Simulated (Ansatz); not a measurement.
**Sb (hcp type): how the settings move a single-point run**

Question: which choices in the input matter for Sb (hcp type)?

Method: reference: DFT, PBEsol, all-electron LAPW, scalar-relativistic, in Ansatz 0.2.0.

## Step 1: The system as given

It takes space group P6_3/mmc (No. 194, hexagonal). Conventional cell: a = 2.831 Å, b = 2.831 Å, c = 4.518 Å, α = 90.00°, β = 90.00°, γ = 120.00°. Sb (site symmetry -6m2) is surrounded by 12 Sb at 2.79 to 2.83 Å.

Structure file:

```cif
data_structure
_symmetry_space_group_name_H-M 'P 1'
_symmetry_Int_Tables_number 1
_cell_length_a 2.8307
_cell_length_b 2.8307
_cell_length_c 4.5178
_cell_angle_alpha 90.000
_cell_angle_beta 90.000
_cell_angle_gamma 120.000
_cell_volume 31.35
loop_
_atom_site_label
_atom_site_type_symbol
_atom_site_fract_x
_atom_site_fract_y
_atom_site_fract_z
_atom_site_occupancy
Sb1 Sb 0.33333 0.66667 0.25000 1
Sb2 Sb 0.66667 0.33333 0.75000 1
```

## Step 2: Reference

input.yaml

```yaml
crystal:
  lattice:
    - [2.8307127973, 0.0, 0.0]
    - [-1.4153563987, 2.4514691933, 0.0]
    - [0.0, 0.0, 4.517783898]
  atoms:
    - { symbol: Sb, position: [0.3333333333, 0.6666666667, 0.25] }
    - { symbol: Sb, position: [0.6666666667, 0.3333333333, 0.75] }
kpoints:
  mp_grid: { grid: [13, 13, 7] }
scf:
  occupations: { method: fermi_dirac, width: 0.1 }
hamiltonian:
  xc: pbesol
  pseudopotentials: { kind: all_electron, lapw: { basis_error: 0.001 } }
output:
  forces: true
  stress: true
  eigenvalues: true
  populations: true
```

Started as:

```
ansatz run input.yaml --threads 1 --pin off --max-ram 2048MiB --backend cpu --events-out ev --progress --plain --runs-dir out
```

## Step 3: Changed: n_extra_bands 16, dr2_threshold 1.0e-11, spin_polarized true

Changes to input.yaml since step 2:

```diff
@@ -12,2 +12,4 @@
   occupations: { method: fermi_dirac, width: 0.1 }
+  n_extra_bands: 16
+  convergence: { dr2_threshold: 1.0e-11 }
 hamiltonian:
@@ -20 +22,3 @@
   populations: true
+magnetization:
+  spin_polarized: true
```

What does the calculation give? Wanted: for each run, ending; energy change; pressure; gap; force.

**Answer**, as computed:

```tsv
run	ending	energy change	pressure (GPa)	gap (eV)	force (eV/Å)	cycles	time
reference	converged	0	111.7	0.00	0.00	7	19 s
1: n_extra_bands 16, dr2_threshold 1.0e-11, spin_polarized true	converged	0.0 meV/atom	111.7	0.00	0.00	12	65 s
```

Residual by cycle in the longest SCF loop of each run; runs are numbered as in the table. The quantity is the density residual dr2, in eV.

```tsv
cycle	reference	run 1
1	0.0106	0.00986
2	0.00542	0.0104
3	0.00174	0.00715
4	3.6e-4	6.4e-4
5	5.3e-6	2.2e-4
6	5.3e-7	8.5e-5
7	2.7e-8	8.4e-6
8	-	7.6e-7
9	-	5.1e-8
10	-	6.8e-9
11	-	1.3e-10
12	-	7.6e-12
```

What this shows: With the changed band count, convergence setting and spin polarisation the energy stays within 0.5 meV/atom: no moment was seeded, so none could form, and both runs end non-magnetic. Semilocal functionals close small gaps, and spin-orbit coupling, left out here, moves these band edges, so the missing gap need not be the real solid's. The structure is not at rest: the sound run finds 112 GPa, so these are no properties of the relaxed crystal. 
